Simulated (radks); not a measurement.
# Rh⁴⁺ in [Kr] 4d5: an all-electron calculation

An exercise on one series of results from a longer session: the logs are not shown, and one member is left open.

The numbers are computed with radks (a radial shooting solver on a logarithmic mesh, Libxc functionals) version 1 (scalar-relativistic Kohn-Sham, OLYP, spin-polarised, spherical densities, finite nucleus; open shells are filled with parallel spins first), except any that are marked as measured or tabulated.

## The atom as given

```
element            : rhodium (Z = 45)
charge             : +4
electrons          : 41
configuration      : [Kr] 4d5
nuclear rms radius : 4.4945 fm
```

The outer shells:

Rh⁴⁺
```
[Kr] core
4d [↑ ][↑ ][↑ ][↑ ][↑ ]
```

Set-up of the first run:

Input:

```text
Z 45
configuration [Kr] 4d5
relativity scalar-relativistic
functional optx,lyp
spin polarised
nucleus finite rms 4.4945 fm
c 137.035999084
```

Among the steps run: Self-consistent calculation.

One table of the session follows, with a row left open; its other results are not shown here.

It belongs to the step «Radial structure». Radial moments (bohr):

```
  level      <r>  outermost maximum (interpolated)  90 % within  nodes
1s down  0.03263                            0.0212       0.0585      0
  1s up  0.03263                            0.0212       0.0585      0
  2s up   0.1419                             0.120        0.219      1
2s down   0.1419                             0.120        0.219      1
  2p up   0.1237                            0.0958        0.201      0
2p down   0.1237                            0.0958        0.201      0
  3s up   0.3904                             0.351        0.576      2
3s down   0.3902                             0.351        0.575      2
  3p up   0.3901                             0.344        0.588      1
3p down        ?                                 ?            ?      ?
  3d up   0.3696                             0.291        0.587      0
3d down   0.3693                             0.291        0.586      0
  4s up   0.9672                             0.878         1.40      3
4s down   0.9636                             0.876         1.39      3
  4p up    1.051                             0.937         1.54      2
4p down    1.050                             0.934         1.54      2
  4d up    1.292                              1.09         1.96      1
4d down    1.327                              1.09         2.06      1
```

**Question.** Estimate the row for 3p down.

As computed: <r>: 0.3899; outermost maximum (interpolated): 0.345; 90 % within: 0.587; nodes: 1. In the column «<r>» it lies between 3d up (0.3696) and 3p up (0.3901).

To keep in mind: Open shells are spherical and high-spin; term and fine-structure splittings are not resolved.
